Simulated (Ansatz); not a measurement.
**CH₆AlNS: a ladder of functionals and wavefunction methods**

An exercise on one series of results from a longer session: the logs are not shown, and one member is left open.

Method: functionals in def2-TZVPP, the program's frozen cores in correlated methods; program: Ansatz 0.2.0, Gaussian basis.

Levels to be run: LDA (SPW92), PBE-D4, revPBE-D4, BLYP-D4, r2SCAN-D4, B97M-V, PBE0-D4, B3LYP-D4, r2SCANh-D4, r2SCAN0-D4, HSE06-D4, BHLYP-D4, CAM-B3LYP-D4, LC-ωPBE, ωB97X-V, ωB97M-V, B2PLYP, PBE-QIDH; CCSD(T)/def2-SVP; CCSD(T)/def2-TZVPP; MP2/def2-QZVPP; extrapolation to the limit; RPA on PBE.

## The geometry

The geometry comes from an earlier relaxation with PBE0-D4 in a triple-zeta def2 set; it is a stationary point, not always the lowest conformer.

10 atoms, charge 0, spin multiplicity 1.

Atoms are counted from 1 here; the program's logs count them from 0.

Bond lengths: N1–C2 1.439 Å, N1–H5 1.012 Å, N1–H6 1.013 Å, C2–S3 1.833 Å, C2–H7 1.091 Å, C2–H8 1.097 Å, S3–Al4 2.168 Å, Al4–H9 1.580 Å, Al4–H10 1.586 Å. Angles: C2–N1–H5 111.2°, C2–N1–H6 110.8°, H5–N1–H6 108.4°, N1–C2–S3 110.2°, N1–C2–H7 108.7°, N1–C2–H8 115.5°, S3–C2–H7 106.0°, S3–C2–H8 108.1°, H7–C2–H8 107.9°, C2–S3–Al4 101.3°, S3–Al4–H9 118.2°, S3–Al4–H10 117.3°, H9–Al4–H10 124.6°.

Geometry (Å):

```xyz
10
CH6AlNS
N    -0.6396    1.5242    0.8375
C    -0.1222    0.1874    0.9654
S    -1.1038   -0.9720   -0.0598
Al    0.3210   -1.4763   -1.6143
H    -0.4427    1.9073   -0.0782
H    -0.2319    2.1355    1.5343
H    -0.2519   -0.1413    1.9978
H     0.9356    0.0631    0.7013
H    -0.1261   -2.4989   -2.7327
H     1.7448   -0.7801   -1.5484
```

The first run:

Contents of in.yaml:

```yaml
crystal:
  periodic: [false, false, false]
  atoms:
    - {symbol: N, position_ang: [-0.639641, 1.524242, 0.837460]}
    - {symbol: C, position_ang: [-0.122242, 0.187362, 0.965408]}
    - {symbol: S, position_ang: [-1.103806, -0.972010, -0.059794]}
    - {symbol: Al, position_ang: [0.321037, -1.476272, -1.614261]}
    - {symbol: H, position_ang: [-0.442744, 1.907272, -0.078227]}
    - {symbol: H, position_ang: [-0.231856, 2.135482, 1.534317]}
    - {symbol: H, position_ang: [-0.251904, -0.141341, 1.997836]}
    - {symbol: H, position_ang: [0.935592, 0.063110, 0.701285]}
    - {symbol: H, position_ang: [-0.126122, -2.498910, -2.732718]}
    - {symbol: H, position_ang: [1.744787, -0.780133, -1.548407]}
basis:
  gaussian: {orbitals: def2-TZVPP}
hamiltonian: {xc: lda}
output: {orbitals: {seedname: orbitals}}
```

Among the steps run: LDA; PBE-D4 (GGA); revPBE-D4 (GGA); BLYP-D4 (GGA); r2SCAN-D4 (meta-GGA); B97M-V (meta-GGA); PBE0-D4 (hybrid); B3LYP-D4 (hybrid); r2SCANh-D4 (hybrid); r2SCAN0-D4 (hybrid); HSE06-D4 (hybrid); BHLYP-D4 (hybrid); CAM-B3LYP-D4 (range-separated); LC-ωPBE (range-separated); ωB97X-V (range-separated); ωB97M-V (range-separated); B2PLYP (double hybrid); PBE-QIDH (double hybrid).

One of the session's tables, all rows but one given; the rest of the session is left out.

It belongs to the step «Frontier levels by functional». 

| functional | HOMO (eV) | LUMO (eV) | gap (eV) |
| --- | --- | --- | --- |
| LDA (SPW92) | -5.87 | -2.25 | 3.62 |
| PBE-D4 | -5.75 | -2.02 | 3.73 |
| revPBE-D4 | -5.70 | -1.92 | 3.78 |
| BLYP-D4 | -5.64 | -1.89 | 3.75 |
| r2SCAN-D4 | -6.05 | -1.72 | 4.33 |
| B97M-V | -6.21 | -1.91 | 4.30 |
| PBE0-D4 | -7.13 | -1.29 | 5.84 |
| B3LYP-D4 | -6.90 | -1.48 | 5.42 |
| r2SCANh-D4 | -6.57 | -1.47 | 5.10 |
| r2SCAN0-D4 | -7.33 | -1.11 | 6.22 |
| HSE06-D4 | -6.73 | -1.65 | 5.07 |
| BHLYP-D4 | -8.27 | -0.53 | 7.74 |
| CAM-B3LYP-D4 | -8.48 | -0.37 | 8.11 |
| LC-ωPBE | -9.84 | 0.67 | 10.51 |
| ωB97X-V | ? | ? | ? |
| ωB97M-V | -9.39 | 0.32 | 9.71 |

Q: Estimate the row for ωB97X-V from the others.

The run gave: HOMO (eV): -9.51; LUMO (eV): 0.57; gap (eV): 10.08. In the column «HOMO (eV)» it lies between LC-ωPBE (-9.84) and ωB97M-V (-9.39).
